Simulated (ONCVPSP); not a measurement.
# An ONCV potential for Pt, from input to tests

Do these settings give a usable potential? It is generated, then checked for transferability, scattering, ghosts and hardness.

The numbers are computed with ONCVPSP 4.0.1.1 (patched build) (PBEsol, scalar-relativistic, spin-unpolarised reference atom).

### 1 The design

Typed settings, in words:

```
element                 : platinum (Pt, Z = 78)
type                    : optimised norm-conserving Vanderbilt (ONCV)
frozen core             : [Kr] 4d10 4f14
valence charge          : 18
reference configuration : 5s2 5p6 5d7 (charge +3)
partial waves           : 5s: rc 1.00 bohr, ncon 4, nbas 7, qcut 6.4 1/bohr, 2 projectors, debl 1 Ha; 5p: rc 1.80 bohr, ncon 3, nbas 7, qcut 6.5 1/bohr, 2 projectors, debl 1.5 Ha; 5d: rc 2.25 bohr, ncon 5, nbas 9, qcut 6.7 1/bohr, 2 projectors, debl 1.2 Ha
local potential         : polynomial inside 0.75 bohr (lpopt 5, dvloc0 3 Ha)
core correction         : not asked for
```

The nodes and maxima of the atom's own shells, from an earlier all-electron run, set the scale for the radii.

All-electron outer shells of the reference configuration (PBEsol, scalar-relativistic, ld1.x):

| shell | level (eV) | outermost node (bohr) | outermost maximum (bohr) |
| --- | --- | --- | --- |
| 4f | -105.67 | – | 0.38 |
| 5p | -90.88 | 0.53 | 0.98 |
| 5d | -38.80 | 0.57 | 1.23 |
| 6s | -32.33 | 1.12 | 2.10 |
| 6p | -23.00 | 1.31 | 2.57 |

### 2 Generation

Pt.dat

```
# ATOM AND REFERENCE CONFIGURATION
# atsym  z   nc   nv     iexc    psfile
  Pt 78.00   10    3  -116133      upf
#
#   n    l    f
    1    0    2.00
    2    0    2.00
    2    1    6.00
    3    0    2.00
    3    1    6.00
    3    2   10.00
    4    0    2.00
    4    1    6.00
    4    2   10.00
    4    3   14.00
    5    0    2.00
    5    1    6.00
    5    2    7.00
#
# PSEUDOPOTENTIAL AND OPTIMIZATION
# lmax
    2
#
#   l,   rc,      ep,       ncon, nbas, qcut
    0    1.00    0.00    4    7    6.40
    1    1.80    0.00    3    7    6.50
    2    2.25    0.00    5    9    6.70
#
# LOCAL POTENTIAL
# lloc, lpopt,  rc(5),   dvloc0
    4    5    0.75    3.00
#
# VANDERBILT-KLEINMAN-BYLANDER PROJECTORs
# l, nproj, debl
    0    2    1.00
    1    2    1.50
    2    2    1.20
#
# MODEL CORE CHARGE
# icmod, fcfact, rcfact
    0    0.00    0.00
#
# LOG DERIVATIVE ANALYSIS
# epsh1, epsh2, depsh
   -7.00    5.00    0.04
#
# OUTPUT GRID
# rlmax, drl
    6.00    0.01
#
# TEST CONFIGURATIONS
# ncnf
    4
# nvcnf
#   n    l    f
    4
    5    0    2.00
    5    1    6.00
    5    2    9.00
    6    0    1.00
#
    3
    5    0    2.00
    5    1    6.00
    5    2    9.00
#
    3
    5    0    2.00
    5    1    6.00
    5    2    8.00
#
    4
    5    0    2.00
    5    1    6.00
    5    2    9.00
    6    0    0.50
#
```

Started as:

```
$ oncvpsp.x < Pt.dat > Pt.out
```

**Question.** What will these runs give? Wanted: cutoffs for 1 and 0.1 mHa per electron, occupied waves; bound ghosts; GHOST(+) flags; largest test error; largest phase difference near zero energy, channels read; projector energies reset by the program.

As calculated:

```
                                                quantity                                                          value
  cutoffs for 1 and 0.1 mHa per electron, occupied waves                                              114 Ha and 132 Ha
                                            bound ghosts                               s at -250.04 eV, d at -657.91 eV
                                          GHOST(+) flags                                                     p at 46 eV
                            largest test error (AE − PS)                                   +20 meV, for 5s2 5p6 5d9 6s1
largest phase difference near zero energy, channels read                                                      0.001 rad
                 projector energies reset by the program  s: -5.038, 0.250 Ha; p: -3.340, 0.050 Ha; d: -1.426, 0.250 Ha
```

**Reading.** A bound ghost (s, d) makes it unfit for use: electrons can fall into a state that the atom doesn't have. By total energies transferability is good: the largest error is 20 meV on 61.5 eV, for 5s2 5p6 5d9 6s1. Atomic tests can pass in spite of a ghost, since they solve only for the levels asked. By its cutoff, 114 Ha for the looser tolerance, it is very hard. At the looser tolerance the 5s wave is the slowest; 5d needs 17 Ha. Near zero energy the phases of the channels with partial waves agree within 0.001 rad. The program also flags highly localised states, GHOST(+) (p). Note that the frozen 4f shell (-106 eV) lies higher than the valence 5s shell (-137 eV). These are tests on the free atom; a crystal test is still owed.
